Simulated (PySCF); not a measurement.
# C4H7NSi: the cost of one run

The runs use PySCF 2.14.0, with density-fitted response routines of our own; the level of theory stands in each step. All values are computed, except where a source is named. Atoms are numbered from 0 throughout.

### 1 The molecule as given

13 atoms, charge 0, multiplicity 1; geometry from: GFN2-xTB. The atoms were then displaced at random by about 0.01 Å, so the start is not that level's minimum.

Bonds of the start (Å): C0–Si1 1.91, Si1–C2 1.89, C2–C3 1.55, C3–C4 1.43, C4–N5 1.16, C3–Si1 1.89, C0–H6 1.10, C0–H7 1.09, C0–H8 1.06, Si1–H9 1.46, C2–H10 1.08, C2–H11 1.07, C3–H12 1.08.

### 2 Optimising the geometry at PBE0-D3(BJ)/def2-SVP

Job settings and geometry (Å):

```
{"job": {"xc": "PBE0", "basis": "def2-SVP", "d3": "d3bj", "grid": 1, "shake": 0.01, "kind": "geom"}, "charge": 0, "multiplicity": 1}
C      2.168220     0.072810     0.089170
Si     0.394330    -0.052540     0.783320
C     -0.882630    -1.104460    -0.131820
C     -1.000660     0.415520    -0.400510
C     -2.190960     1.020090     0.109270
N     -3.119820     1.533850     0.571190
H      2.570610     1.085070     0.262960
H      2.176830    -0.078080    -0.990840
H      2.809000    -0.616850     0.572870
H      0.194440     0.200880     2.211360
H     -1.688980    -1.555890     0.431800
H     -0.590390    -1.691150    -0.983470
H     -0.834160     0.753870    -1.414220
```

Command:

```
> OMP_NUM_THREADS=1 python probes_run.py task.json out
```

One launch serves the whole session: the jobs run in the order shown.

**Question.** How long does this first job take on 1 thread of Arm Neoverse V2, shared host, and how much memory does it need?

About 31 s, with a peak of 0.51 GiB.
